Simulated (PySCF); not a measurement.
# RuO₂H₃: relaxation and vibrations of the doublet

Where does doublet RuO₂H₃ go from a trigonal bipyramidal (ligand arrangement 2) start, is the end point a minimum, and what are its modes, charges and moments?

Computed with PySCF 2.14.0. Level: PBE0, basis Ru def2-TZVP with ECP28, O def2-TZVP, H def2-TZVP, scalar-relativistic core potentials, no spin–orbit coupling, density fitting.

## 1. Where the work starts

6 atoms, charge 0, spin multiplicity 2.

Bond lengths: Ru1–O2 1.710 Å, Ru1–O3 1.710 Å, Ru1–H4 1.570 Å, Ru1–H5 1.570 Å, Ru1–H6 1.570 Å. Angles: O2–Ru1–O3 90.0°, O2–Ru1–H4 180.0°, O2–Ru1–H5 90.0°, O2–Ru1–H6 90.0°, O3–Ru1–H4 90.0°, O3–Ru1–H5 120.0°, O3–Ru1–H6 120.0°, H4–Ru1–H5 90.0°, H4–Ru1–H6 90.0°, H5–Ru1–H6 120.0°.

Coordinates in bohr (charge 0 multiplicity 2):
```
Ru   -0.3966    0.3093    0.0000
O     0.0000   -2.8977    0.0000
O     2.8104    0.7059    0.0000
H    -0.7608    3.2537    0.0000
H    -1.8688    0.1272   -2.5694
H    -1.8689    0.1272    2.5694
```

## 2. The SCF at the typed geometry

One driver script runs all steps and calls PySCF; scf.py shows how it sets up the SCF of each step. The optimiser is the driver's own. After this first run the driver tries any further starts and a stability analysis.

scf.py reads:

```python
from pyscf import gto, scf, dft
mol = gto.M(atom='''
Ru    -0.209890     0.163680     0.000000
O     -0.000000    -1.533390     0.000000
O      1.487180     0.373570    -0.000000
H     -0.402590     1.721810    -0.000000
H     -0.988950     0.067330    -1.359660
H     -0.988980     0.067330     1.359680''',
    basis={'Ru': 'def2-TZVP', 'O': 'def2-TZVP', 'H': 'def2-TZVP'},
    ecp={'Ru': 'def2-TZVP'},
    charge=0, spin=1)
mf = dft.UKS(mol, xc='PBE0')
mf.grids.atom_grid = (50, 194)
aux = {'Ru': 'def2-universal-JKFIT', 'O': 'def2-universal-JKFIT', 'H': 'def2-universal-JKFIT'}
mf = mf.density_fit(auxbasis=aux)
mf.conv_tol = 1e-08
mf.diis_space = 10
mf.max_cycle = 60
mf.init_guess = 'minao'
mf.verbose = 4
mf.kernel()
```

The run is started by

```bash
$ OMP_NUM_THREADS=4 python axn.py task.json out
```

After this run come: Relaxation: trigonal bipyramidal (ligand arrangement 2) start, doublet; Is it a minimum? Harmonic modes.

What does the calculation give? Wanted: minimum; geometry; wavenumbers; dipole moment; highest occupied, lowest empty level; polar-tensor charge of Ru1; zero-point energy; atomisation energy; ⟨S²⟩.

**Answer**, as computed:

```
                                          quantity                                                                                                                                                               value
                                           minimum                                                                                                                                                         doublet, Cs
                                          geometry  Ru–H 1.575 Å (×2), Ru–H 1.599 Å, Ru–O 1.670 Å, Ru–O 1.697 Å; H–Ru–H 58.5° (×2), H–Ru–H 116.0°, H–Ru–O 98.8° (×2), H–Ru–O 110.5° (×2), H–Ru–O 116.1°, H–Ru–O 122.1°
                                wavenumbers (cm⁻¹)                                     246 (a'), 287 (a''), 319 (a'), 476 (a''), 639 (a''), 726 (a'), 875 (a'), 1001 (a'), 1024 (a'), 2145 (a'), 2190 (a''), 2190 (a')
                                     dipole moment                                                                                                                                                              2.70 D
highest occupied, lowest empty level (either spin)                                                                                                                                                     -7.23, -3.18 eV
                        polar-tensor charge of Ru1                                                                                                                                                             +0.82 e
                                 zero-point energy                                                                                                                                                         72.5 kJ/mol
                               entropy at 298.15 K                                                                                                                                                     300.8 J/(mol K)
         atomisation energy (no zero-point energy)                                                                                                                                                         1671 kJ/mol
                                              ⟨S²⟩                                                                                                                                                               0.776
```

What this shows: The trigonal bipyramidal (ligand arrangement 2) start keeps its Cs symmetry and ends in a minimum. The strongest infrared band lies at 875 cm⁻¹ (a', bend). Only this shape and spin were tried, so other structures or states may lie lower. One determinant may miss the lowest occupation of an open d or f shell.
